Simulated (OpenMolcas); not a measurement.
# Rh³⁺ among point charges: CASSCF and CASPT2 levels and susceptibility

How does a field of 6 point charges split the states of Rh³⁺, and what χT follows?

The numbers are computed with OpenMolcas 26.06 (state-averaged CASSCF and CASPT2, spin-orbit coupling by RASSI with atomic mean-field integrals), except any that are marked as measured or tabulated.

## (1) The system

```
Species                           : Rh³⁺ (rhodium, Z = 45, 42 electrons)
Basis                             : ANO-RCC-VDZP [6s5p3d1f], 43 functions
Scalar Hamiltonian                : DKH2, point nucleus
Inactive shells                   : 1s 2s 2p 3s 3p 3d 4s 4p
Active space                      : 6 electrons in 5 orbitals (4d)
Some configurations of this space : 4d6
Orbitals                          : optimised for each spin and parity, averaged over all roots
```

The outer shells:

4d6
```
4d [↑↓][↑ ][↑ ][↑ ][↑ ]
```

The ion sits among 6 point charges of -1 e arranged as a trigonal prism (D3h), 1.8 Å from the ion, with a polar angle of 58.4° against the regular 49.1°.

The work runs as a chain of OpenMolcas steps in one folder; each step below is one input file. Labels, J, g values, rates, χT and fits are worked out afterwards by a script from the matrices that RASSI stores.

## (2) GATEWAY and SEWARD: basis and integrals

Input file a.inp:

```
&GATEWAY
Coord
1

Rh 0.0 0.0 0.0
Basis=ANO-RCC-VDZP
Group=NoSym
NoMove
AngMom=0.0 0.0 0.0
AMFI
XField
6 Angstrom 0
1.533586 0.000000 0.942399 -1.000000
-0.766793 1.328124 0.942399 -1.000000
-0.766793 -1.328124 0.942399 -1.000000
1.533586 0.000000 -0.942399 -1.000000
-0.766793 1.328124 -0.942399 -1.000000
-0.766793 -1.328124 -0.942399 -1.000000
&SEWARD
```

The run is started by

```bash
$ OMP_NUM_THREADS=1 MOLCAS_MEM=1689 MOLCAS_PROJECT=a pymolcas a.inp > a.log
```

## (3) Reference wave functions, quintets, 5 roots

Input file a.inp:

```
&RASSCF
FileOrb=start.orb
Symmetry=1
Spin=5
nActEl=6 0 0
Inactive=18
Ras2=5
CIRoot=5 5 1
SDav=5
CIMx=300
Iter=120 100
PrWF=0.3
OrbListing=Nothing
MaxOrb=0
>>> COPY $Project.JobIph JOB001
```

start.orb holds the contracted functions of the basis, ordered by shell, or the orbitals of the step before.

## (4) CASSCF: triplets, 45 roots

Input file a.inp:

```
&RASSCF
FileOrb=start.orb
Symmetry=1
Spin=3
nActEl=6 0 0
Inactive=18
Ras2=5
CIRoot=45 45 1
SDav=45
CIMx=300
Iter=120 100
PrWF=0.3
OrbListing=Nothing
MaxOrb=0
>>> COPY $Project.JobIph JOB002
```

## (5) Reference wave functions, singlets, 50 roots

Input file a.inp:

```
&RASSCF
FileOrb=start.orb
Symmetry=1
Spin=1
nActEl=6 0 0
Inactive=18
Ras2=5
CIRoot=50 50 1
SDav=50
CIMx=300
Iter=120 100
PrWF=0.3
OrbListing=Nothing
MaxOrb=0
>>> COPY $Project.JobIph JOB003
```

## (6) RASSI: spin-orbit coupling between the states

Input file a.inp:

```
&RASSI
NrOfJobIphs=3 5 45 50
1 2 3 4 5
1 2 3 4 5 6 7 8 9 10 11 12 13 14 15 16 17 18 19 20 21 22 23 24 25 26 27
28 29 30 31 32 33 34 35 36 37 38 39 40 41 42 43 44 45
1 2 3 4 5 6 7 8 9 10 11 12 13 14 15 16 17 18 19 20 21 22 23 24 25 26 27
28 29 30 31 32 33 34 35 36 37 38 39 40 41 42 43 44 45 46 47 48 49 50
IphNames
JOB001
JOB002
JOB003
EJob
SpinOrbit
DIPRint=1.0
SOCoupling=1000.0
Subsets=2
Property=9
'ANGMOM' 1 'ANGMOM' 2 'ANGMOM' 3 'MLTPL  1' 1 'MLTPL  1' 2 'MLTPL  1' 3
'AMFI' 1 'AMFI' 2 'AMFI' 3
SOProperty=3
'ANGMOM' 1 'ANGMOM' 2 'ANGMOM' 3
```

## (7) CASPT2: IPEA 0.25, imaginary shift 0.1 (closed shells correlated: 4s 4p)

Input file a.inp:

```
>>> COPY JOB001 $Project.JobIph
&CASPT2
Multistate=5 1 2 3 4 5
NoMult
Frozen=14
IPEA=0.25
Imaginary=0.1
MaxIter=60
WThr=0.0 0.3 0.05
PrWF=0.5
NoMix
>>> COPY JOB002 $Project.JobIph
&CASPT2
Multistate=45 1 2 3 4 5 6 7 8 9 10 11 12 13 14 15 16 17 18 19 20 21 22
23 24 25 26 27 28 29 30 31 32 33 34 35 36 37 38 39 40 41 42 43 44 45
NoMult
Frozen=14
IPEA=0.25
Imaginary=0.1
MaxIter=60
WThr=0.0 0.3 0.05
PrWF=0.5
NoMix
>>> COPY JOB003 $Project.JobIph
&CASPT2
Multistate=50 1 2 3 4 5 6 7 8 9 10 11 12 13 14 15 16 17 18 19 20 21 22
23 24 25 26 27 28 29 30 31 32 33 34 35 36 37 38 39 40 41 42 43 44 45 46
47 48 49 50
NoMult
Frozen=14
IPEA=0.25
Imaginary=0.1
MaxIter=60
WThr=0.0 0.3 0.05
PrWF=0.5
NoMix
```

(Steps that only read results are left out.)

**Question.** What will these runs give? Wanted: spin-free ground state; first state of the same spin within the active space; lowest level; next level.

The runs gave:

| quantity | value |
| --- | --- |
| method | SS-CASPT2, IPEA 0.25, imaginary shift 0.1 (closed shells correlated: 4s 4p) |
| spin-free ground state | 5A1, 1-fold in its orbital part |
| first state of the same spin within the active space | 5E at 5520 cm⁻¹ |
| lowest level | 1-fold A1 |
| next level | 85.2 cm⁻¹ |
| χT at 300 K | 3.77 cm³ K/mol |
| effective moment at 300 K | 5.49 μB |

Cost by method:

| method | time of its own steps | time with the reference |
| --- | --- | --- |
| A. CASSCF | 25 s | 25 s |
| B. SS-CASPT2, IPEA 0.25, imaginary shift 0.1, +4s 4p | 7.9 s | 33 s |

Times are of one thread on a shared host.

The spin-free ground state (5A1) comes to 100 % from free-ion D terms and keeps the highest spin of the shell. χT at 300 K is 3.77, against 3.01 cm³ K/mol for the spin alone, so orbital moment adds to it. An active space of the d shell alone favours high spin; real ions in strong fields can be low spin. CASPT2 does not keep the components of a term degenerate, and the means are used. The field of point charges can differ much from that of real complexes. With metal d orbitals alone active, the gaps between spin states are rough; where two lie within a few thousand cm-1, their order is open. This is an electrostatic model: the charges have no orbitals.
